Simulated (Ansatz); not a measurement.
**AlH3OS2Si: one species, many methods**

The task here is to estimate one member of a computed series from the others.

Method: functionals in def2-TZVPP, the program's frozen cores in correlated methods; program: Ansatz 0.2.0, Gaussian basis.

Levels to be run: LDA (SPW92), PBE-D4, revPBE-D4, BLYP-D4, r2SCAN-D4, B97M-V, PBE0-D4, B3LYP-D4, r2SCANh-D4, r2SCAN0-D4, HSE06-D4, BHLYP-D4, CAM-B3LYP-D4, LC-ωPBE, ωB97X-V, ωB97M-V, B2PLYP, PBE-QIDH; CCSD(T)/def2-SVP; CCSD(T)/def2-TZVPP; MP2/def2-QZVPP; extrapolation to the limit; RPA on PBE.

## The geometry

The geometry comes from an earlier relaxation with PBE0-D4 in a triple-zeta def2 set; it is a stationary point, not always the lowest conformer.

SMILES `S[Si]1(S)[O][AlH]1`, 8 atoms, charge 0, spin multiplicity 1.

Atoms are counted from 1 here; the program's logs count them from 0.

Bond lengths: S1–Si2 2.128 Å, S1–H6 1.343 Å, Si2–S3 2.128 Å, Si2–O4 1.672 Å, Si2–Al5 2.282 Å, S3–H7 1.344 Å, O4–Al5 1.748 Å, Al5–H8 1.580 Å. Angles: Si2–S1–H6 94.4°, S1–Si2–S3 100.1°, S1–Si2–O4 119.0°, S1–Si2–Al5 129.5°, S3–Si2–O4 114.0°, S3–Si2–Al5 130.2°, O4–Si2–Al5 49.6°, Si2–S3–H7 93.4°, Si2–O4–Al5 83.7°, Si2–Al5–O4 46.7°, Si2–Al5–H8 176.7°, O4–Al5–H8 130.0°.

The first run:

in.yaml

```yaml
crystal:
  periodic: [false, false, false]
  atoms:
    - {symbol: S, position_ang: [-0.520206, 2.386294, 0.100700]}
    - {symbol: Si, position_ang: [0.189300, 0.382573, 0.190640]}
    - {symbol: S, position_ang: [2.194372, 0.724331, 0.817288]}
    - {symbol: O, position_ang: [0.056545, -0.586439, -1.165244]}
    - {symbol: Al, position_ang: [-0.941289, -1.574078, -0.123701]}
    - {symbol: H, position_ang: [-1.817012, 2.038785, 0.126018]}
    - {symbol: H, position_ang: [2.610575, -0.489446, 0.419146]}
    - {symbol: H, position_ang: [-1.680184, -2.939120, -0.420647]}
basis:
  gaussian: {orbitals: def2-TZVPP}
hamiltonian: {xc: lda}
output: {orbitals: {seedname: orbitals}}
```

Among the steps run: LDA; PBE-D4 (GGA); revPBE-D4 (GGA); BLYP-D4 (GGA); r2SCAN-D4 (meta-GGA); B97M-V (meta-GGA); PBE0-D4 (hybrid); B3LYP-D4 (hybrid); r2SCANh-D4 (hybrid); r2SCAN0-D4 (hybrid); HSE06-D4 (hybrid); BHLYP-D4 (hybrid); CAM-B3LYP-D4 (range-separated); LC-ωPBE (range-separated); ωB97X-V (range-separated); ωB97M-V (range-separated); B2PLYP (double hybrid); PBE-QIDH (double hybrid).

One of the session's tables, all rows but one given; the rest of the session is left out.

It belongs to the step «Orbital energies across the functionals». 

```
  functional  HOMO (eV)  LUMO (eV)  gap (eV)
 LDA (SPW92)      -5.47      -2.74      2.73
      PBE-D4      -5.34      -2.52      2.82
   revPBE-D4      -5.28      -2.43      2.86
     BLYP-D4      -5.20      -2.37      2.83
   r2SCAN-D4      -5.53      -2.31      3.22
      B97M-V      -5.56      -2.40      3.16
     PBE0-D4      -6.35      -1.80      4.55
    B3LYP-D4      -6.18      -1.97      4.21
  r2SCANh-D4      -5.91      -2.05      3.85
  r2SCAN0-D4      -6.47      -1.68      4.80
    HSE06-D4      -5.96      -2.17      3.80
    BHLYP-D4          ?          ?         ?
CAM-B3LYP-D4      -7.56      -0.84      6.72
     LC-ωPBE      -8.77       0.18      8.95
     ωB97X-V      -8.48       0.09      8.57
     ωB97M-V      -8.28      -0.14      8.14
```

**Question.** Estimate the row for BHLYP-D4.

Worked estimate for «HOMO (eV)». Against the share of exact exchange, BLYP-D4 (0, -5.20), B3LYP-D4 (0.2, -6.18) give a slope of -4.90 per unit share; at 0.5 the line stands at -7.65.

**Answer.** HOMO (eV): -7.26; LUMO (eV): -1.02; gap (eV): 6.24. In «HOMO (eV)» the line misses by -0.39.
